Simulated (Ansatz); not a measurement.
# BBrFH₃OSi: a ladder of functionals and wavefunction methods

An exercise on one series of results from a longer session: the logs are not shown, and one member is left open.

The runs use Ansatz 0.2.0, Gaussian basis; functionals in def2-TZVPP, the program's frozen cores in correlated methods.

The runs, in order: LDA (SPW92), PBE-D4, revPBE-D4, BLYP-D4, r2SCAN-D4, B97M-V, PBE0-D4, B3LYP-D4, r2SCANh-D4, r2SCAN0-D4, HSE06-D4, BHLYP-D4, CAM-B3LYP-D4, LC-ωPBE, ωB97X-V, ωB97M-V, B2PLYP, PBE-QIDH; CCSD(T)/def2-SVP; CCSD(T)/def2-TZVPP; MP2/def2-QZVPP; extrapolation to the limit; RPA on PBE.

## Structure used throughout

All runs share one geometry, relaxed beforehand with PBE0-D4 in a triple-zeta def2 set.

SMILES `O[SiH2]B(F)Br`, 8 atoms, charge 0, spin multiplicity 1.

Atoms are counted from 1 here; the program's logs count them from 0.

Bond lengths: O1–Si2 1.646 Å, O1–H6 0.960 Å, Si2–B3 2.031 Å, Si2–H7 1.491 Å, Si2–H8 1.485 Å, B3–F4 1.312 Å, B3–Br5 1.933 Å. Angles: Si2–O1–H6 116.4°, O1–Si2–B3 110.1°, O1–Si2–H7 111.8°, O1–Si2–H8 108.2°, B3–Si2–H7 107.6°, B3–Si2–H8 110.9°, H7–Si2–H8 108.3°, Si2–B3–F4 124.5°, Si2–B3–Br5 118.8°, F4–B3–Br5 116.7°.

The first run:

File in.yaml:

```yaml
crystal:
  periodic: [false, false, false]
  atoms:
    - {symbol: O, position_ang: [0.059207, 0.300546, 1.758049]}
    - {symbol: Si, position_ang: [0.621177, -0.458406, 0.409756]}
    - {symbol: B, position_ang: [-0.513154, 0.046041, -1.197484]}
    - {symbol: F, position_ang: [-0.434663, -0.531615, -2.372367]}
    - {symbol: Br, position_ang: [-1.779403, 1.496877, -1.024940]}
    - {symbol: H, position_ang: [-0.468358, 1.089285, 1.614937]}
    - {symbol: H, position_ang: [2.029913, -0.076934, 0.105793]}
    - {symbol: H, position_ang: [0.577481, -1.922793, 0.650358]}
basis:
  gaussian: {orbitals: def2-TZVPP}
hamiltonian: {xc: lda}
output: {orbitals: {seedname: orbitals}}
```

Among the steps run: LDA; PBE-D4 (GGA); revPBE-D4 (GGA); BLYP-D4 (GGA); r2SCAN-D4 (meta-GGA); B97M-V (meta-GGA); PBE0-D4 (hybrid); B3LYP-D4 (hybrid); r2SCANh-D4 (hybrid); r2SCAN0-D4 (hybrid); HSE06-D4 (hybrid); BHLYP-D4 (hybrid); CAM-B3LYP-D4 (range-separated); LC-ωPBE (range-separated); ωB97X-V (range-separated); ωB97M-V (range-separated); B2PLYP (double hybrid); PBE-QIDH (double hybrid).

One of the session's tables, all rows but one given; the rest of the session is left out.

It belongs to the step «Orbital energies across the functionals». 

| functional | HOMO (eV) | LUMO (eV) | gap (eV) |
| --- | --- | --- | --- |
| LDA (SPW92) | -7.16 | -3.07 | 4.09 |
| PBE-D4 | -7.02 | -2.81 | 4.21 |
| revPBE-D4 | -6.97 | -2.71 | 4.26 |
| BLYP-D4 | -6.92 | -2.63 | 4.29 |
| r2SCAN-D4 | -7.34 | -2.59 | 4.75 |
| B97M-V | -7.42 | -2.63 | 4.79 |
| PBE0-D4 | ? | ? | ? |
| B3LYP-D4 | -8.14 | -2.09 | 6.05 |
| r2SCANh-D4 | -7.83 | -2.27 | 5.56 |
| r2SCAN0-D4 | -8.54 | -1.78 | 6.76 |
| HSE06-D4 | -7.95 | -2.30 | 5.65 |
| BHLYP-D4 | -9.55 | -0.86 | 8.69 |
| CAM-B3LYP-D4 | -9.70 | -0.75 | 8.94 |
| LC-ωPBE | -11.00 | 0.37 | 11.37 |
| ωB97X-V | -10.67 | 0.31 | 10.98 |
| ωB97M-V | -10.47 | 0.14 | 10.61 |

Estimate the missing values for PBE0-D4.

**Answer.** HOMO (eV): -8.34; LUMO (eV): -1.91; gap (eV): 6.43. In the column «HOMO (eV)» it lies between r2SCAN0-D4 (-8.54) and B3LYP-D4 (-8.14).
